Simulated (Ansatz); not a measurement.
# Cl₂FH₃OSi₂: up Jacob's ladder to CCSD(T)

Aim: compute Cl₂FH₃OSi₂ with functionals from several rungs and with coupled cluster. The yardstick is the atomisation energy at the CCSD(T) limit.

Method: functionals in def2-TZVPP, the program's frozen cores in correlated methods; program: Ansatz 0.2.0, Gaussian basis.

Levels to be run: LDA (SPW92), PBE-D4, revPBE-D4, BLYP-D4, r2SCAN-D4, B97M-V, PBE0-D4, B3LYP-D4, r2SCANh-D4, r2SCAN0-D4, HSE06-D4, BHLYP-D4, CAM-B3LYP-D4, LC-ωPBE, ωB97X-V, ωB97M-V, B2PLYP, PBE-QIDH; CCSD(T)/def2-SVP; CCSD(T)/def2-TZVPP; MP2/def2-QZVPP; extrapolation to the limit; RPA on PBE.

1 further run of the same task is left out (it didn't finish).

## Step 1: The relaxed structure

All runs share one geometry, relaxed beforehand with PBE0-D4 in a triple-zeta def2 set.

SMILES `O[SiH](F)[SiH](Cl)Cl`, 9 atoms, charge 0, spin multiplicity 1.

Atoms are counted from 1 here; the program's logs count them from 0.

Bond lengths: O1–Si2 1.629 Å, O1–H7 0.960 Å, Si2–F3 1.599 Å, Si2–Si4 2.350 Å, Si2–H8 1.477 Å, Si4–Cl5 2.050 Å, Si4–Cl6 2.062 Å, Si4–H9 1.479 Å. Angles: Si2–O1–H7 118.2°, O1–Si2–F3 111.5°, O1–Si2–Si4 108.5°, O1–Si2–H8 107.0°, F3–Si2–Si4 106.5°, F3–Si2–H8 107.9°, Si4–Si2–H8 115.5°, Si2–Si4–Cl5 109.2°, Si2–Si4–Cl6 105.1°, Si2–Si4–H9 118.1°, Cl5–Si4–Cl6 109.3°, Cl5–Si4–H9 107.7°, Cl6–Si4–H9 107.3°.

## Step 2: LDA

This LDA is Slater exchange with PW92 correlation.

in.yaml

```yaml
crystal:
  periodic: [false, false, false]
  atoms:
    - {symbol: O, position_ang: [1.839348, -0.673997, -0.452149]}
    - {symbol: Si, position_ang: [0.407935, -1.030778, 0.237934]}
    - {symbol: F, position_ang: [0.558642, -1.259323, 1.813010]}
    - {symbol: Si, position_ang: [-1.031081, 0.807003, -0.036405]}
    - {symbol: Cl, position_ang: [-1.858671, 0.742513, -1.910665]}
    - {symbol: Cl, position_ang: [0.183525, 2.466772, 0.113932]}
    - {symbol: H, position_ang: [2.178855, 0.219081, -0.357169]}
    - {symbol: H, position_ang: [-0.057408, -2.297484, -0.361246]}
    - {symbol: H, position_ang: [-2.132642, 0.979812, 0.935859]}
basis:
  gaussian: {orbitals: def2-TZVPP}
hamiltonian: {xc: lda}
output: {orbitals: {seedname: orbitals}}
```

After this run come: PBE-D4 (GGA); revPBE-D4 (GGA); BLYP-D4 (GGA); r2SCAN-D4 (meta-GGA); B97M-V (meta-GGA); PBE0-D4 (hybrid); B3LYP-D4 (hybrid); r2SCANh-D4 (hybrid); r2SCAN0-D4 (hybrid); HSE06-D4 (hybrid); BHLYP-D4 (hybrid); CAM-B3LYP-D4 (range-separated); LC-ωPBE (range-separated); ωB97X-V (range-separated); ωB97M-V (range-separated); B2PLYP (double hybrid); PBE-QIDH (double hybrid); CCSD(T) in def2-SVP; CCSD(T) in def2-TZVPP; MP2 in def2-QZVPP; RPA on PBE orbitals.

**Question.** What will the summary of the whole plan be? Wanted: atomisation energy, CCSD(T)/CBS; farthest beyond LDA; mean size of error, GGA; mean size of error, meta-GGA; mean size of error, hybrid; mean size of error, range-separated; mean size of error, double hybrid; gap, smallest and largest; T1 diagnostic.

**Answer**, as computed:

| quantity | value |
| --- | --- |
| atomisation energy, CCSD(T)/CBS | 3214.8 kJ/mol |
| functionals within 16.1 kJ/mol (0.5 %) | PBE-D4, r2SCAN-D4, B97M-V, ωB97X-V, ωB97M-V |
| farthest beyond LDA | BHLYP-D4 (-137.1 kJ/mol) |
| mean size of error, GGA | 47.8 kJ/mol |
| mean size of error, meta-GGA | 3.6 kJ/mol |
| mean size of error, hybrid | 63.9 kJ/mol |
| mean size of error, range-separated | 23.3 kJ/mol |
| mean size of error, double hybrid | 63.0 kJ/mol |
| gap, smallest and largest | 5.03 eV (LDA (SPW92)), 12.09 eV (LC-ωPBE) |
| T1 diagnostic | 0.0113 |
| triples share of the correlation energy | 3.6 % |

LDA overbinds by 430.6 kJ/mol (13 %). PBE-D4 is off by +8.8 kJ/mol. Double hybrids carry the basis error of their MP2 part in triple zeta, and no dispersion term here, so their miss is partly the set-up's. By mean error the best rung here is meta-GGA (3.6 kJ/mol) and the worst beyond LDA is hybrid (63.9 kJ/mol). The mean of the hybrids holds BHLYP, with half exact exchange. Misses under about 16.1 kJ/mol are within the doubt on the reference itself, which lacks core-valence correlation, relativity and higher excitations. Hartree-Fock recovers 73 % of the binding; the rest is correlation. CCSD(T) in def2-SVP is off by -324.8 kJ/mol, which most functionals beat. The gap grows from 5.0 to 12.1 eV across the functionals, mostly with the share of exact exchange.
